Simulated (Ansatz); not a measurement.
**C2H7BrSi: up Jacob's ladder to CCSD(T)**

Aim: compute C2H7BrSi with functionals from several rungs and with coupled cluster. The yardstick is the atomisation energy at the CCSD(T) limit.

Method: functionals in def2-TZVPP, the program's frozen cores in correlated methods; program: Ansatz 0.2.0, Gaussian basis.

Plan: LDA (SPW92), PBE-D4, revPBE-D4, BLYP-D4, r2SCAN-D4, B97M-V, PBE0-D4, B3LYP-D4, r2SCANh-D4, r2SCAN0-D4, HSE06-D4, BHLYP-D4, CAM-B3LYP-D4, LC-ωPBE, ωB97X-V, ωB97M-V, B2PLYP, PBE-QIDH; CCSD(T)/def2-SVP; CCSD(T)/def2-TZVPP; MP2/def2-QZVPP; extrapolation to the limit; RPA on PBE.

## Step 1: Structure used throughout

The geometry comes from an earlier relaxation with PBE0-D4 in a triple-zeta def2 set; it is a stationary point, not always the lowest conformer.

SMILES `[SiH3]CCBr`, 11 atoms, charge 0, spin multiplicity 1.

Atoms are counted from 1 here; the program's logs count them from 0.

Bond lengths: Si1–C2 1.886 Å, Si1–H5 1.488 Å, Si1–H6 1.486 Å, Si1–H7 1.488 Å, C2–C3 1.505 Å, C2–H8 1.094 Å, C2–H9 1.094 Å, C3–Br4 1.958 Å, C3–H10 1.089 Å, C3–H11 1.089 Å. Angles: C2–Si1–H5 110.2°, C2–Si1–H6 109.7°, C2–Si1–H7 110.2°, H5–Si1–H6 109.2°, H5–Si1–H7 108.5°, H6–Si1–H7 109.2°, Si1–C2–C3 112.2°, Si1–C2–H8 108.4°, Si1–C2–H9 108.4°, C3–C2–H8 110.5°, C3–C2–H9 110.5°, H8–C2–H9 106.8°, C2–C3–Br4 112.4°, C2–C3–H10 112.5°, C2–C3–H11 112.5°, Br4–C3–H10 104.9°, Br4–C3–H11 104.9°, H10–C3–H11 109.1°.

## Step 2: LDA

This LDA is Slater exchange with PW92 correlation.

in.yaml reads:

```yaml
crystal:
  periodic: [false, false, false]
  atoms:
    - {symbol: Si, position_ang: [0.056338, 1.534911, 0.109228]}
    - {symbol: C, position_ang: [-0.585106, -0.236606, 0.202966]}
    - {symbol: C, position_ang: [0.438977, -1.237827, -0.260479]}
    - {symbol: Br, position_ang: [-0.221808, -3.078153, -0.163955]}
    - {symbol: H, position_ang: [0.424702, 1.874127, -1.291529]}
    - {symbol: H, position_ang: [-0.996387, 2.473052, 0.577282]}
    - {symbol: H, position_ang: [1.263439, 1.689645, 0.964702]}
    - {symbol: H, position_ang: [-0.880398, -0.441977, 1.236079]}
    - {symbol: H, position_ang: [-1.491760, -0.307651, -0.404996]}
    - {symbol: H, position_ang: [0.719824, -1.095780, -1.302720]}
    - {symbol: H, position_ang: [1.337677, -1.230741, 0.354022]}
basis:
  gaussian: {orbitals: def2-TZVPP}
hamiltonian: {xc: lda}
output: {orbitals: {seedname: orbitals}}
```

On the command line:

```bash
$ ansatz run in.yaml --threads 4 --pin off --events-out ev --progress --plain --max-ram 10444MiB
```

The runs that follow: PBE-D4 (GGA); revPBE-D4 (GGA); BLYP-D4 (GGA); r2SCAN-D4 (meta-GGA); B97M-V (meta-GGA); PBE0-D4 (hybrid); B3LYP-D4 (hybrid); r2SCANh-D4 (hybrid); r2SCAN0-D4 (hybrid); HSE06-D4 (hybrid); BHLYP-D4 (hybrid); CAM-B3LYP-D4 (range-separated); LC-ωPBE (range-separated); ωB97X-V (range-separated); ωB97M-V (range-separated); B2PLYP (double hybrid); PBE-QIDH (double hybrid); CCSD(T) in def2-SVP; CCSD(T) in def2-TZVPP; MP2 in def2-QZVPP; RPA on PBE orbitals.

Q: Predict the results of all the runs planned. Wanted: atomisation energy, CCSD(T)/CBS; farthest beyond LDA; mean size of error, GGA; mean size of error, meta-GGA; mean size of error, hybrid; mean size of error, range-separated; mean size of error, double hybrid; gap, smallest and largest; T1 diagnostic.

**Answer**, as computed:

| quantity | value |
| --- | --- |
| atomisation energy, CCSD(T)/CBS | 3728.1 kJ/mol |
| functionals within 37.3 kJ/mol (1.0 %) | PBE-D4, r2SCAN-D4, B97M-V, PBE0-D4, B3LYP-D4, r2SCANh-D4, r2SCAN0-D4, HSE06-D4, CAM-B3LYP-D4, ωB97X-V, ωB97M-V, PBE-QIDH |
| farthest beyond LDA | BHLYP-D4 (-78.5 kJ/mol) |
| mean size of error, GGA | 37.3 kJ/mol |
| mean size of error, meta-GGA | 3.5 kJ/mol |
| mean size of error, hybrid | 25.2 kJ/mol |
| mean size of error, range-separated | 13.6 kJ/mol |
| mean size of error, double hybrid | 38.8 kJ/mol |
| gap, smallest and largest | 5.29 eV (LDA (SPW92)), 12.66 eV (LC-ωPBE) |
| T1 diagnostic | 0.0089 |
| triples share of the correlation energy | 3.6 % |

In words: The LDA atomisation energy is off by 453.8 kJ/mol (12 %): it overbinds. PBE-D4 misses by +21.1 kJ/mol. Double hybrids carry the basis error of their MP2 part in triple zeta, and no dispersion term here, so their miss is partly the set-up's. The rungs meta-GGA, range-separated, hybrid miss on average by less than the doubt on the reference (37.3 kJ/mol), so they tie. The reference freezes the cores and leaves out relativity and excitations past (T), and its outer-core shells are covered unevenly, so misses under about 37.3 kJ/mol can't be ranked. All levels share the lack of spin-orbit coupling, which lowers the free heavy atoms and so the true binding. Hartree-Fock recovers 75 % of the binding; the rest is correlation. CCSD(T) in def2-SVP is off by -197.3 kJ/mol, which most functionals beat. The gap grows from 5.3 to 12.7 eV across the functionals, mostly with the share of exact exchange. Correlated methods include outer-core shells of Br, which these sets cover unevenly.
